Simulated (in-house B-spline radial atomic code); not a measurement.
# Kr: isotopes

What do the measured radii and masses of the isotopes do to the energy of Kr?

Method: Dirac-Hartree-Fock, average of configuration, Fermi nucleus, basis-set limit. Code: in-house B-spline radial atomic code version 1.

### 1 The atom as given

* element: krypton (Z = 36)
* charge: 0
* electrons: 36
* configuration: 1s2 2s2 2p6 3s2 3p6 3d10 4s2 4p6
* Hamiltonian: Dirac-Coulomb
* nucleus: Fermi, rms radius 4.163 fm

Settings, as recorded:

```ini
Z = 36
electrons = 36.0
configuration = 1s2 2s2 2p6 3s2 3p6 3d10 4s2 4p6
hamiltonian = dirac
method = hf
spin_polarised = False
nucleus = fermi
rms_radius = 4.1635
mass_number = 72
atomic_mass = 71.942092406
speed_of_light = 137.035999084
```

From the earlier run of the reference: total energy -2788.861321 hartree (electron-nucleus part -6742.0115, recoil term 0.01539653). Levels, eight at most:

```tsv
orbital	occupation	energy (eV)	<r> (bohr)
3s1/2	2	-305.43	0.5271
3p1/2	2	-234.56	0.5314
3p3/2	4	-226.20	0.5412
3d3/2	4	-102.79	0.5505
3d5/2	6	-101.41	0.5543
4s1/2	2	-32.320	1.601
4p1/2	2	-14.735	1.915
4p3/2	4	-13.996	1.959
```

### 2 Mass number 82

Settings, as recorded:

```ini
Z = 36
electrons = 36.0
configuration = 1s2 2s2 2p6 3s2 3p6 3d10 4s2 4p6
hamiltonian = dirac
method = hf
spin_polarised = False
nucleus = fermi
rms_radius = 4.1919
mass_number = 82
atomic_mass = 81.91348115368
speed_of_light = 137.035999084
```

From the run's result record (rounded, not every field):

```text
{
  "status": "converged",
  "scf [iteration, energy, orbital gradient]": [
    [1, -2788.40092115, 0.482],
    [2, -2788.78274451, 0.0698],
    [3, -2788.85732269, 0.0149],
    [4, -2788.8606276, 0.00564],
    [5, -2788.86095802, 0.00155],
    [6, -2788.86100563, 0.000396],
    [7, -2788.86101023, 7.4e-05],
    [8, -2788.8610105, 8.11e-06],
    [9, -2788.8610105, 1.09e-06],
    [10, -2788.8610105, 3.28e-07]
  ],
  "energy [hartree]": {"total": -2788.8610105, "kinetic": 2865.01112957, "nuclear": -6742.01003973, "coulomb": 1183.21000664, "exact_exchange": -95.072106983},
  "breit [hartree]": {"gaunt": 1.578172, "retardation": -0.1513687, "frequency_dependence": -0.007306145},
  "qed [hartree]": {"self_energy": 1.056802, "uehling": -0.1088714, "wichmann_kroll": 0.001232386},
  "recoil [hartree]": 0.01352229,
  "total_with_corrections [hartree]": -2786.4788272,
  "orbitals [hartree, bohr; first row names the columns]": [
    ["name", "occ", "eps", "<r>"],
    ["1s1/2", 2.0, -529.68504793, 0.04147],
    ["2s1/2", 2.0, -72.079797125, 0.1827],
    ["2p1/2", 2.0, -64.874794992, 0.15738],
    ["2p3/2", 4.0, -62.87918959, 0.16132],
    ["3s1/2", 2.0, -11.224456655, 0.52707],
    ["3p1/2", 2.0, -8.6198901944, 0.5314],
    ["3p3/2", 4.0, -8.3127855261, 0.54118],
    ["3d3/2", 4.0, -3.7776457538, 0.55049],
    ["3d5/2", 6.0, -3.7267890394, 0.55427],
    ["4s1/2", 2.0, -1.1877464965, 1.6008],
    ["4p1/2", 2.0, -0.5415161895, 1.9147],
    ["4p3/2", 4.0, -0.51434849112, 1.9586]
  ],
  "sum_r [bohr^k]": {"-1": 187.2787, "1": 26.08309, "2": 39.10475},
  "energy_minus_base [hartree]": 0.00031000188,
  "energy_minus_base_with_corrections [hartree]": -0.0015637365
}
```

Run time: 1.5 s. Hardware: 1 thread, shared host.

energy_minus_base is the energy less that of the reference run.

### 3 Mass number 83

Settings, as recorded:

```ini
Z = 36
electrons = 36.0
configuration = 1s2 2s2 2p6 3s2 3p6 3d10 4s2 4p6
hamiltonian = dirac
method = hf
spin_polarised = False
nucleus = fermi
rms_radius = 4.1871
mass_number = 83
atomic_mass = 82.914126516
speed_of_light = 137.035999084
```

From the record:

```text
{
  "status": "converged",
  "scf [iteration, energy, orbital gradient]": [
    [1, -2788.40097392, 0.482],
    [2, -2788.78279727, 0.0698],
    [3, -2788.85737522, 0.0149],
    [4, -2788.86068013, 0.00564],
    [5, -2788.86101055, 0.00155],
    [6, -2788.86105816, 0.000396],
    [7, -2788.86106277, 7.4e-05],
    [8, -2788.86106303, 8.11e-06],
    [9, -2788.86106303, 1.1e-06],
    [10, -2788.86106303, 3.28e-07]
  ],
  "energy [hartree]": {"total": -2788.86106303, "kinetic": 2865.01132736, "nuclear": -6742.01029348, "coulomb": 1183.21001113, "exact_exchange": -95.0721080534},
  "breit [hartree]": {"gaunt": 1.578173, "retardation": -0.1513687, "frequency_dependence": -0.007306146},
  "qed [hartree]": {"self_energy": 1.056802, "uehling": -0.1088715, "wichmann_kroll": 0.001232387},
  "recoil [hartree]": 0.0133591,
  "total_with_corrections [hartree]": -2786.47904302,
  "orbitals [hartree, bohr; first row names the columns]": [
    ["name", "occ", "eps", "<r>"],
    ["1s1/2", 2.0, -529.68507051, 0.04147],
    ["2s1/2", 2.0, -72.079799474, 0.1827],
    ["2p1/2", 2.0, -64.874794829, 0.15738],
    ["2p3/2", 4.0, -62.879189409, 0.16132],
    ["3s1/2", 2.0, -11.224457039, 0.52707],
    ["3p1/2", 2.0, -8.6198901603, 0.5314],
    ["3p3/2", 4.0, -8.3127854887, 0.54118],
    ["3d3/2", 4.0, -3.7776457243, 0.55049],
    ["3d5/2", 6.0, -3.7267890103, 0.55427],
    ["4s1/2", 2.0, -1.1877465375, 1.6008],
    ["4p1/2", 2.0, -0.54151618443, 1.9147],
    ["4p3/2", 4.0, -0.51434848577, 1.9586]
  ],
  "sum_r [bohr^k]": {"-1": 187.2787, "1": 26.08309, "2": 39.10475},
  "energy_minus_base [hartree]": 0.000257470764,
  "energy_minus_base_with_corrections [hartree]": -0.0017795558
}
```

Run time: 1.3 s. Hardware: 1 thread, shared host.

### 4 Mass number 84

Settings, as recorded:

```ini
Z = 36
electrons = 36.0
configuration = 1s2 2s2 2p6 3s2 3p6 3d10 4s2 4p6
hamiltonian = dirac
method = hf
spin_polarised = False
nucleus = fermi
rms_radius = 4.1884
mass_number = 84
atomic_mass = 83.91149772708
speed_of_light = 137.035999084
```

From the record:

```text
{
  "status": "converged",
  "scf [iteration, energy, orbital gradient]": [
    [1, -2788.40095963, 0.482],
    [2, -2788.78278296, 0.0698],
    [3, -2788.857361, 0.0149],
    [4, -2788.86066591, 0.00564],
    [5, -2788.86099633, 0.00155],
    [6, -2788.86104394, 0.000396],
    [7, -2788.86104854, 7.4e-05],
    [8, -2788.86104881, 8.11e-06],
    [9, -2788.86104881, 1.09e-06],
    [10, -2788.86104881, 3.28e-07]
  ],
  "energy [hartree]": {"total": -2788.86104881, "kinetic": 2865.01127382, "nuclear": -6742.01022478, "coulomb": 1183.21000992, "exact_exchange": -95.0721077636},
  "breit [hartree]": {"gaunt": 1.578172, "retardation": -0.1513687, "frequency_dependence": -0.007306146},
  "qed [hartree]": {"self_energy": 1.056802, "uehling": -0.1088715, "wichmann_kroll": 0.001232386},
  "recoil [hartree]": 0.01320031,
  "total_with_corrections [hartree]": -2786.47918755,
  "orbitals [hartree, bohr; first row names the columns]": [
    ["name", "occ", "eps", "<r>"],
    ["1s1/2", 2.0, -529.6850644, 0.04147],
    ["2s1/2", 2.0, -72.079798838, 0.1827],
    ["2p1/2", 2.0, -64.874794873, 0.15738],
    ["2p3/2", 4.0, -62.879189458, 0.16132],
    ["3s1/2", 2.0, -11.224456935, 0.52707],
    ["3p1/2", 2.0, -8.6198901695, 0.5314],
    ["3p3/2", 4.0, -8.3127854988, 0.54118],
    ["3d3/2", 4.0, -3.7776457323, 0.55049],
    ["3d5/2", 6.0, -3.7267890182, 0.55427],
    ["4s1/2", 2.0, -1.1877465264, 1.6008],
    ["4p1/2", 2.0, -0.54151618581, 1.9147],
    ["4p3/2", 4.0, -0.51434848722, 1.9586]
  ],
  "sum_r [bohr^k]": {"-1": 187.2787, "1": 26.08309, "2": 39.10475},
  "energy_minus_base [hartree]": 0.000271692468,
  "energy_minus_base_with_corrections [hartree]": -0.0019240859
}
```

Wall time 1.5 s (1 thread, shared host).

### 5 Mass number 85

Settings, as recorded:

```ini
Z = 36
electrons = 36.0
configuration = 1s2 2s2 2p6 3s2 3p6 3d10 4s2 4p6
hamiltonian = dirac
method = hf
spin_polarised = False
nucleus = fermi
rms_radius = 4.1846
mass_number = 85
atomic_mass = 84.91252726
speed_of_light = 137.035999084
```

From the record:

```text
{
  "status": "converged",
  "scf [iteration, energy, orbital gradient]": [
    [1, -2788.40100137, 0.482],
    [2, -2788.78282483, 0.0698],
    [3, -2788.85740256, 0.0149],
    [4, -2788.86070746, 0.00563],
    [5, -2788.86103788, 0.00155],
    [6, -2788.8610855, 0.000396],
    [7, -2788.8610901, 7.41e-05],
    [8, -2788.86109037, 8.1e-06],
    [9, -2788.86109037, 1.1e-06],
    [10, -2788.86109037, 3.28e-07]
  ],
  "energy [hartree]": {"total": -2788.86109037, "kinetic": 2865.0114303, "nuclear": -6742.01042553, "coulomb": 1183.21001347, "exact_exchange": -95.0721086105},
  "breit [hartree]": {"gaunt": 1.578173, "retardation": -0.1513687, "frequency_dependence": -0.007306146},
  "qed [hartree]": {"self_energy": 1.056802, "uehling": -0.1088716, "wichmann_kroll": 0.001232387},
  "recoil [hartree]": 0.0130447,
  "total_with_corrections [hartree]": -2786.47938479,
  "orbitals [hartree, bohr; first row names the columns]": [
    ["name", "occ", "eps", "<r>"],
    ["1s1/2", 2.0, -529.68508226, 0.04147],
    ["2s1/2", 2.0, -72.079800696, 0.1827],
    ["2p1/2", 2.0, -64.874794745, 0.15738],
    ["2p3/2", 4.0, -62.879189315, 0.16132],
    ["3s1/2", 2.0, -11.224457239, 0.52707],
    ["3p1/2", 2.0, -8.6198901426, 0.5314],
    ["3p3/2", 4.0, -8.3127854692, 0.54118],
    ["3d3/2", 4.0, -3.7776457089, 0.55049],
    ["3d5/2", 6.0, -3.7267889951, 0.55427],
    ["4s1/2", 2.0, -1.1877465589, 1.6008],
    ["4p1/2", 2.0, -0.5415161818, 1.9147],
    ["4p3/2", 4.0, -0.514348483, 1.9586]
  ],
  "sum_r [bohr^k]": {"-1": 187.2787, "1": 26.08309, "2": 39.10475},
  "energy_minus_base [hartree]": 0.000230132786,
  "energy_minus_base_with_corrections [hartree]": -0.0021213293
}
```

Wall time 1.5 s (1 thread, shared host).

### 6 Mass number 86

Settings, as recorded:

```ini
Z = 36
electrons = 36.0
configuration = 1s2 2s2 2p6 3s2 3p6 3d10 4s2 4p6
hamiltonian = dirac
method = hf
spin_polarised = False
nucleus = fermi
rms_radius = 4.1835
mass_number = 86
atomic_mass = 85.91061062468
speed_of_light = 137.035999084
```

From the record:

```text
{
  "status": "converged",
  "scf [iteration, energy, orbital gradient]": [
    [1, -2788.40101345, 0.482],
    [2, -2788.78283697, 0.0698],
    [3, -2788.85741459, 0.0149],
    [4, -2788.86071949, 0.00563],
    [5, -2788.86104991, 0.00155],
    [6, -2788.86109752, 0.000396],
    [7, -2788.86110213, 7.41e-05],
    [8, -2788.86110239, 8.1e-06],
    [9, -2788.8611024, 1.1e-06],
    [10, -2788.8611024, 3.28e-07]
  ],
  "energy [hartree]": {"total": -2788.8611024, "kinetic": 2865.01147558, "nuclear": -6742.01048362, "coulomb": 1183.2100145, "exact_exchange": -95.0721088555},
  "breit [hartree]": {"gaunt": 1.578173, "retardation": -0.1513687, "frequency_dependence": -0.007306146},
  "qed [hartree]": {"self_energy": 1.056802, "uehling": -0.1088717, "wichmann_kroll": 0.001232387},
  "recoil [hartree]": 0.01289315,
  "total_with_corrections [hartree]": -2786.47954838,
  "orbitals [hartree, bohr; first row names the columns]": [
    ["name", "occ", "eps", "<r>"],
    ["1s1/2", 2.0, -529.68508743, 0.04147],
    ["2s1/2", 2.0, -72.079801233, 0.1827],
    ["2p1/2", 2.0, -64.874794708, 0.15738],
    ["2p3/2", 4.0, -62.879189273, 0.16132],
    ["3s1/2", 2.0, -11.224457327, 0.52707],
    ["3p1/2", 2.0, -8.6198901348, 0.5314],
    ["3p3/2", 4.0, -8.3127854606, 0.54118],
    ["3d3/2", 4.0, -3.7776457022, 0.55049],
    ["3d5/2", 6.0, -3.7267889884, 0.55427],
    ["4s1/2", 2.0, -1.1877465682, 1.6008],
    ["4p1/2", 2.0, -0.54151618064, 1.9147],
    ["4p3/2", 4.0, -0.51434848177, 1.9586]
  ],
  "sum_r [bohr^k]": {"-1": 187.2787, "1": 26.08309, "2": 39.10475},
  "energy_minus_base [hartree]": 0.000218108839,
  "energy_minus_base_with_corrections [hartree]": -0.0022849216
}
```

Run time: 1.6 s. Hardware: 1 thread, shared host.

### 7 Mass number 87

Settings, as recorded:

```ini
Z = 36
electrons = 36.0
configuration = 1s2 2s2 2p6 3s2 3p6 3d10 4s2 4p6
hamiltonian = dirac
method = hf
spin_polarised = False
nucleus = fermi
rms_radius = 4.1984
mass_number = 87
atomic_mass = 86.913354759
speed_of_light = 137.035999084
```

From the record:

```text
{
  "status": "converged",
  "scf [iteration, energy, orbital gradient]": [
    [1, -2788.40084962, 0.482],
    [2, -2788.78267337, 0.0698],
    [3, -2788.85725146, 0.0149],
    [4, -2788.86055637, 0.00565],
    [5, -2788.86088679, 0.00155],
    [6, -2788.86093441, 0.000396],
    [7, -2788.86093901, 7.39e-05],
    [8, -2788.86093927, 8.12e-06],
    [9, -2788.86093928, 1.09e-06],
    [10, -2788.86093928, 3.28e-07]
  ],
  "energy [hartree]": {"total": -2788.86093928, "kinetic": 2865.01086142, "nuclear": -6742.00969571, "coulomb": 1183.21000055, "exact_exchange": -95.0721055317},
  "breit [hartree]": {"gaunt": 1.578172, "retardation": -0.1513687, "frequency_dependence": -0.007306145},
  "qed [hartree]": {"self_energy": 1.056802, "uehling": -0.1088711, "wichmann_kroll": 0.001232385},
  "recoil [hartree]": 0.01274439,
  "total_with_corrections [hartree]": -2786.47953376,
  "orbitals [hartree, bohr; first row names the columns]": [
    ["name", "occ", "eps", "<r>"],
    ["1s1/2", 2.0, -529.68501732, 0.04147],
    ["2s1/2", 2.0, -72.079793941, 0.1827],
    ["2p1/2", 2.0, -64.874795212, 0.15738],
    ["2p3/2", 4.0, -62.879189837, 0.16132],
    ["3s1/2", 2.0, -11.224456135, 0.52707],
    ["3p1/2", 2.0, -8.6198902405, 0.5314],
    ["3p3/2", 4.0, -8.3127855769, 0.54118],
    ["3d3/2", 4.0, -3.7776457937, 0.55049],
    ["3d5/2", 6.0, -3.7267890789, 0.55427],
    ["4s1/2", 2.0, -1.1877464408, 1.6008],
    ["4p1/2", 2.0, -0.54151619636, 1.9147],
    ["4p3/2", 4.0, -0.51434849834, 1.9586]
  ],
  "sum_r [bohr^k]": {"-1": 187.2787, "1": 26.08309, "2": 39.10475},
  "energy_minus_base [hartree]": 0.000381226208,
  "energy_minus_base_with_corrections [hartree]": -0.0022702977
}
```

Run time: 1.5 s. Hardware: 1 thread, shared host.

### 8 Mass number 88

Settings, as recorded:

```ini
Z = 36
electrons = 36.0
configuration = 1s2 2s2 2p6 3s2 3p6 3d10 4s2 4p6
hamiltonian = dirac
method = hf
spin_polarised = False
nucleus = fermi
rms_radius = 4.2171
mass_number = 88
atomic_mass = 87.914447879
speed_of_light = 137.035999084
```

From the record:

```text
{
  "status": "converged",
  "scf [iteration, energy, orbital gradient]": [
    [1, -2788.40064349, 0.482],
    [2, -2788.78247065, 0.0698],
    [3, -2788.85704598, 0.0148],
    [4, -2788.86035086, 0.00566],
    [5, -2788.86068132, 0.00155],
    [6, -2788.86072893, 0.000396],
    [7, -2788.86073353, 7.36e-05],
    [8, -2788.8607338, 8.15e-06],
    [9, -2788.86073381, 1.1e-06],
    [10, -2788.86073381, 3.28e-07]
  ],
  "energy [hartree]": {"total": -2788.86073381, "kinetic": 2865.0100879, "nuclear": -6742.00870334, "coulomb": 1183.20998297, "exact_exchange": -95.072101345},
  "breit [hartree]": {"gaunt": 1.578172, "retardation": -0.1513687, "frequency_dependence": -0.007306143},
  "qed [hartree]": {"self_energy": 1.056802, "uehling": -0.1088704, "wichmann_kroll": 0.001232381},
  "recoil [hartree]": 0.01259927,
  "total_with_corrections [hartree]": -2786.47947308,
  "orbitals [hartree, bohr; first row names the columns]": [
    ["name", "occ", "eps", "<r>"],
    ["1s1/2", 2.0, -529.68492901, 0.04147],
    ["2s1/2", 2.0, -72.079784755, 0.1827],
    ["2p1/2", 2.0, -64.874795847, 0.15738],
    ["2p3/2", 4.0, -62.879190546, 0.16132],
    ["3s1/2", 2.0, -11.224454634, 0.52707],
    ["3p1/2", 2.0, -8.6198903736, 0.5314],
    ["3p3/2", 4.0, -8.3127857234, 0.54118],
    ["3d3/2", 4.0, -3.777645909, 0.55049],
    ["3d5/2", 6.0, -3.7267891929, 0.55427],
    ["4s1/2", 2.0, -1.1877462803, 1.6008],
    ["4p1/2", 2.0, -0.54151621618, 1.9147],
    ["4p3/2", 4.0, -0.51434851921, 1.9586]
  ],
  "sum_r [bohr^k]": {"-1": 187.2787, "1": 26.08309, "2": 39.10476},
  "energy_minus_base [hartree]": 0.000586700442,
  "energy_minus_base_with_corrections [hartree]": -0.0022096199
}
```

Wall time 1.5 s (1 thread, shared host).

### 9 Mass number 89

Settings, as recorded:

```ini
Z = 36
electrons = 36.0
configuration = 1s2 2s2 2p6 3s2 3p6 3d10 4s2 4p6
hamiltonian = dirac
method = hf
spin_polarised = False
nucleus = fermi
rms_radius = 4.2286
mass_number = 89
atomic_mass = 88.917835449
speed_of_light = 137.035999084
```

From the record:

```text
{
  "status": "converged",
  "scf [iteration, energy, orbital gradient]": [
    [1, -2788.40051665, 0.482],
    [2, -2788.78234741, 0.0698],
    [3, -2788.85691921, 0.0148],
    [4, -2788.86022403, 0.00568],
    [5, -2788.86055454, 0.00155],
    [6, -2788.86060215, 0.000396],
    [7, -2788.86060676, 7.35e-05],
    [8, -2788.86060702, 8.16e-06],
    [9, -2788.86060703, 1.1e-06],
    [10, -2788.86060703, 3.28e-07]
  ],
  "energy [hartree]": {"total": -2788.86060703, "kinetic": 2865.00961071, "nuclear": -6742.0080911, "coulomb": 1183.20997213, "exact_exchange": -95.0720987617},
  "breit [hartree]": {"gaunt": 1.578172, "retardation": -0.1513687, "frequency_dependence": -0.007306142},
  "qed [hartree]": {"self_energy": 1.056802, "uehling": -0.1088699, "wichmann_kroll": 0.001232379},
  "recoil [hartree]": 0.01245709,
  "total_with_corrections [hartree]": -2786.47948828,
  "orbitals [hartree, bohr; first row names the columns]": [
    ["name", "occ", "eps", "<r>"],
    ["1s1/2", 2.0, -529.68487452, 0.04147],
    ["2s1/2", 2.0, -72.079779087, 0.1827],
    ["2p1/2", 2.0, -64.87479624, 0.15738],
    ["2p3/2", 4.0, -62.879190984, 0.16132],
    ["3s1/2", 2.0, -11.224453707, 0.52707],
    ["3p1/2", 2.0, -8.6198904557, 0.5314],
    ["3p3/2", 4.0, -8.3127858137, 0.54118],
    ["3d3/2", 4.0, -3.7776459802, 0.55049],
    ["3d5/2", 6.0, -3.7267892633, 0.55427],
    ["4s1/2", 2.0, -1.1877461813, 1.6008],
    ["4p1/2", 2.0, -0.5415162284, 1.9147],
    ["4p3/2", 4.0, -0.51434853207, 1.9586]
  ],
  "sum_r [bohr^k]": {"-1": 187.2787, "1": 26.08309, "2": 39.10476},
  "energy_minus_base [hartree]": 0.000713479605,
  "energy_minus_base_with_corrections [hartree]": -0.0022248154
}
```

Wall time 1.5 s (1 thread, shared host).

### 10 Results

All values are changes from the reference run; energy changes under 7e-05 eV count as noise.

| change | rms radius (fm) | δ<r²> (fm²) | Δ total energy (eV) | Δ recoil term, not in the total or the levels (eV) | Δ 1s1/2 level (eV) | Δ 4p3/2 level (eV) |
| --- | --- | --- | --- | --- | --- | --- |
| mass number 82 | 4.1919 | +0.237 | +0.008436 | -0.051 | +0.003626 | below noise |
| mass number 83 | 4.1871 | +0.197 | +0.007006 | -0.05544 | +0.003011 | below noise |
| mass number 84 | 4.1884 | +0.208 | +0.007393 | -0.05976 | +0.003177 | below noise |
| mass number 85 | 4.1846 | +0.176 | +0.006262 | -0.064 | +0.002691 | below noise |
| mass number 86 | 4.1835 | +0.167 | +0.005935 | -0.06812 | +0.002551 | below noise |
| mass number 87 | 4.1984 | +0.292 | +0.01037 | -0.07217 | +0.004458 | below noise |
| mass number 88 | 4.2171 | +0.449 | +0.01596 | -0.07612 | +0.006862 | below noise |
| mass number 89 | 4.2286 | +0.546 | +0.01941 | -0.07999 | +0.008344 | below noise |

What this shows: The total energy moves by 35.5 meV for each fm² of δ<r²> (from mass number 89): a larger nucleus binds the s electrons less. For that pair the recoil (mass) term changes by 0.080 eV against 0.019 eV from size, so mass rules the shift. The recoil term is approximate.
